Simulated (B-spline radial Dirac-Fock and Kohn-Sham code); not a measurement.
# An X-ray data sheet for Au¹⁷⁺, step by step

Aim: for gold as Au¹⁷⁺, compute its X-ray form factor and Compton profile and the binding energy of each subshell.

Program: B-spline radial Dirac-Fock and Kohn-Sham code, version 2. Model: a free atom or ion on a radial basis; each step names its model. All values are calculated, but those marked as tabulated.

### Step 1. The system

Gold as Au¹⁷⁺, [Kr] 4d10 4f14 5s2.

| Quantity | Value |
| --- | --- |
| nuclear charge | 79 |
| electrons | 62 |
| mass number | 197 |
| nuclear rms radius | 5.4371 fm |

### Step 2. Form factor and Compton profile

Model: Dirac-Fock average of configuration, finite nucleus; form factor of the spherical density, Waller-Hartree incoherent function, impulse-approximation Compton profiles.

The run's settings:

```ini
task = scatter
Z = 79
charge = 17
configuration = 1s2 2s2 2p6 3s2 3p6 3d10 4s2 4p6 4d10 4f14 5s2
mass_number = 197
rms_radius = 5.4371  # fm
s = [0.0, 0.08, 0.1, 0.12, 0.15, 0.19, 0.23, 0.28, 0.35, 0.43, 0.52, 0.64, 0.79, 0.97, 1.2, 1.47, 1.81, 2.23, 2.74, 3.36, 4.14, 5.09, 6.26]  # 1/A
pz = [0, 0.1, 0.14, 0.18, 0.25, 0.34, 0.46, 0.62, 0.84, 1.1, 1.5, 2.1, 2.8, 3.8, 5.2, 7.0, 9.5, 13.0, 17.0, 24.0, 32.0]  # a.u.
photon_energy = [1000, 2000, 5000, 8047.8, 10000, 17479.3, 100000, 500000]  # eV
```

Main fields of the result record, rounded:

```text
{
  "status": "converged",
  "form_factor [e]": [62.0, 61.532, 61.272, 60.957, 60.384, 59.444, 58.321, 56.689, 54.063, 50.722, 46.749, 41.462, 35.374, 29.281, 23.544, 19.206, 16.015, 13.506, 10.951, 8.3142, 6.1788, 4.929, 4.0696],
  "incoherent": [6.3967e-12, 0.43786, 0.67741, 0.96385, 1.4737, 2.2821, 3.2063, 4.4731, 6.3526, 8.5238, 10.901, 13.937, 17.554, 21.589, 26.131, 30.738, 35.759, 40.71, 44.961, 48.473, 51.559, 54.185, 56.376],
  "compton_total [1/a.u.]": [4.0398, 4.0367, 4.0337, 4.0296, 4.0203, 4.004, 3.9756, 3.9271, 3.8457, 3.7375, 3.5709, 3.3639, 3.1685, 2.8308, 2.2101, 1.5098, 0.93524, 0.54866, 0.32985, 0.15591, 0.076596],
  "shells": ["1s1/2", "2s1/2", "2p1/2", "2p3/2", "3s1/2", "3p1/2", "3p3/2", "3d3/2", "3d5/2", "4s1/2", "4p1/2", "4p3/2", "4d3/2", "4d5/2", "4f5/2", "4f7/2", "5s1/2"],
  "occupation": [2.0, 2.0, 2.0, 4.0, 2.0, 2.0, 4.0, 4.0, 6.0, 2.0, 2.0, 4.0, 4.0, 6.0, 6.0, 8.0, 2.0],
  "mean_momentum [a.u.]": [85.243, 30.441, 39.979, 34.624, 15.336, 18.288, 16.683, 20.067, 19.522, 7.9613, 8.9329, 8.267, 9.2052, 8.9779, 9.46, 9.3492, 4.0437],
  "r2 [bohr^2]": 9.9871,
  "r_inverse [1/bohr]": 592.7,
  "r1 [bohr]": 19.946,
  "coherent [b]": [2537.6, 2480.6, 2143.9, 1710.5, 1456.8, 820.57, 64.661, 3.4604],
  "incoherent_cross_section [b]": [0.14799, 0.56739, 2.8056, 5.4125, 7.0053, 12.215, 24.755, 17.393]
}
```

Form factor and incoherent function, every second point:

| s (1/Å) | f (e) | f / N | S(s) |
| --- | --- | --- | --- |
| 0 | 62.00 | 1.000 | 0 |
| 0.100 | 61.27 | 0.988 | 0.6774 |
| 0.150 | 60.38 | 0.974 | 1.474 |
| 0.230 | 58.32 | 0.941 | 3.206 |
| 0.350 | 54.06 | 0.872 | 6.353 |
| 0.520 | 46.75 | 0.754 | 10.90 |
| 0.790 | 35.37 | 0.571 | 17.55 |
| 1.20 | 23.54 | 0.380 | 26.13 |
| 1.81 | 16.01 | 0.258 | 35.76 |
| 2.74 | 10.95 | 0.177 | 44.96 |
| 4.14 | 6.179 | 0.100 | 51.56 |
| 6.26 | 4.070 | 0.066 | 56.38 |

### Step 3. Core and valence levels

Model: Dirac-Fock average of configuration, Delta-SCF, finite nucleus, first-order Breit with its frequency dependence, self-energy and vacuum polarisation.

Settings, as recorded:

```ini
task = binding
```

Main fields of the result record, rounded:

```text
{
  "status": "converged",
  "shells": ["K", "L1", "L2", "L3", "M1", "M2", "M3", "M4", "M5", "N1", "N2", "N3", "N4", "N5", "N6", "N7", "O1"],
  "total_energy_parts [Ha]": [-18934.4415, 24.1476186, -2.55543132, -0.463598938, 18.0735694, -3.50298517],
  "koopmans [eV]": [81642.9, 14861.8, 14239.4, 12399.7, 3857.39, 3578.85, 3166.91, 2712.02, 2624.25, 1157.48, 1036.97, 936.428, 740.572, 721.5, 467.662, 463.577, 448.087],
  "dirac_coulomb [eV]": [81560.4, 14815.7, 14188.5, 12352.6, 3834.75, 3555.07, 3145.09, 2687.32, 2600.23, 1151.51, 1030.98, 931.428, 735.598, 716.84, 462.967, 459.046, 447.596],
  "gaunt [eV]": [-313.905, -35.4066, -60.6676, -40.9582, -6.66235, -11.5993, -7.52627, -5.19463, -3.60277, -1.56287, -2.64645, -1.62507, -0.898128, -0.552774, -0.0401449, 0.103775, -0.413128],
  "retardation [eV]": [23.4397, 3.05433, 6.43569, 6.43891, 0.583772, 1.21647, 1.22442, 0.547304, 0.532095, 0.159515, 0.300442, 0.291829, 0.107054, 0.104579, -0.0114905, -0.0109272, 0.0448495],
  "breit_frequency [eV]": [5.65964, -0.474339, -0.0698141, 2.52467, -0.12228, -0.146374, 0.51761, -0.0468566, 0.00972056, -0.0298526, -0.0408129, 0.125228, -0.0121667, 0.00116685, -0.00568581, -0.00420703, -0.00776583],
  "self_energy [eV]": [-188.819, -28.1279, -0.733927, -2.25543, -6.52343, -0.312017, -0.57149, 0.455795, 0.219588, -1.62373, -0.0523083, -0.115359, 0.117469, 0.0659252, 0.0865863, 0.0700753, -0.404529],
  "vacuum_polarisation [eV]": [38.59, 5.42229, 0.324611, -0.18714, 1.22691, 0.078432, -0.0542253, -0.0598877, -0.0567772, 0.305743, 0.01595, -0.0173041, -0.017206, -0.0163891, -0.0119517, -0.0116824, 0.0762405],
  "binding [eV]": [81125.3, 14760.2, 14133.8, 12318.1, 3823.26, 3544.3, 3138.68, 2683.02, 2597.34, 1148.76, 1028.56, 930.087, 734.895, 716.443, 462.984, 459.193, 446.892],
  "mean_radius [bohr]": [0.0168669, 0.070409, 0.0580465, 0.0665526, 0.182836, 0.173422, 0.18891, 0.164793, 0.169532, 0.405793, 0.408991, 0.440276, 0.446454, 0.456921, 0.470083, 0.475709, 0.850064]
}
```

total_energy_parts: Dirac-Coulomb, Gaunt, retardation, frequency dependence, self-energy, vacuum polarisation. 

The binding energies by parts, in eV; the parts add up.

| level | -ε | relaxation | Breit | QED | binding |
| --- | --- | --- | --- | --- | --- |
| K (1s) | 81642.9 | -82.58 | -284.81 | -150.23 | 81125.3 |
| L1 (2s) | 14861.8 | -46.12 | -32.83 | -22.71 | 14760.2 |
| L2 (2p1/2) | 14239.4 | -50.85 | -54.30 | -0.41 | 14133.8 |
| L3 (2p3/2) | 12399.7 | -47.17 | -31.99 | -2.44 | 12318.1 |
| M1 (3s) | 3857.4 | -22.63 | -6.20 | -5.30 | 3823.3 |
| M2 (3p1/2) | 3578.8 | -23.78 | -10.53 | -0.23 | 3544.3 |
| M3 (3p3/2) | 3166.9 | -21.82 | -5.78 | -0.63 | 3138.7 |
| M4 (3d3/2) | 2712.0 | -24.71 | -4.69 | 0.40 | 2683.0 |
| M5 (3d5/2) | 2624.3 | -24.02 | -3.06 | 0.16 | 2597.3 |
| N1 (4s) | 1157.5 | -5.98 | -1.43 | -1.32 | 1148.8 |
| N2 (4p1/2) | 1037.0 | -5.99 | -2.39 | -0.04 | 1028.6 |
| N3 (4p3/2) | 936.4 | -5.00 | -1.21 | -0.13 | 930.1 |
| N4 (4d3/2) | 740.6 | -4.97 | -0.80 | 0.10 | 734.9 |
| N5 (4d5/2) | 721.5 | -4.66 | -0.45 | 0.05 | 716.4 |
| N6 (4f5/2) | 467.7 | -4.69 | -0.06 | 0.07 | 463.0 |
| N7 (4f7/2) | 463.6 | -4.53 | 0.09 | 0.06 | 459.2 |
| O1 (5s) | 448.1 | -0.49 | -0.38 | -0.33 | 446.9 |

Line energies follow by subtraction:

| line | energy (eV) |
| --- | --- |
| Kβ2' (K-N3) | 80195.2 |
| Kβ2'' (K-N2) | 80096.8 |
| Kβ1 (K-M3) | 77986.6 |
| Kβ3 (K-M2) | 77581.0 |
| Kα1 (K-L3) | 68807.2 |
| Kα2 (K-L2) | 66991.5 |
| Lγ3 (L1-N3) | 13830.1 |
| Lγ2 (L1-N2) | 13731.6 |
| Lγ1 (L2-N4) | 13398.9 |
| Lγ5 (L2-N1) | 12985.0 |
| Lβ7 (L3-O1) | 11871.2 |
| Lβ3 (L1-M3) | 11621.5 |
| Lβ2 (L3-N5) | 11601.7 |
| Lβ15 (L3-N4) | 11583.2 |

### Step 4. Results

```
                             quantity         value
     rms radius of the electron cloud    0.401 bohr
                form factor halves at      0.92 1/Å
              Compton profile at zero  4.040 1/a.u.
         deepest level listed, K (1s)    81125.3 eV
                 least bound, O1 (5s)      446.9 eV
                                  Kα1    68807.2 eV
ionisation energy, NIST (theoretical)    433.000 eV
```

The form factor starts at the 62 electrons and halves by s = 0.92 1/Å. Incoherent scattering outweighs coherent from 500 keV on, among the energies asked. For K (1s), relaxation takes off 82.6 eV, Breit terms shift it by -284.81 and QED by -150.23 eV. NIST's ionisation energy differs by -13.89 eV from the least binding energy, within its stated uncertainty. The Hartree-Fock and Dirac-Fock values hold no electron correlation.
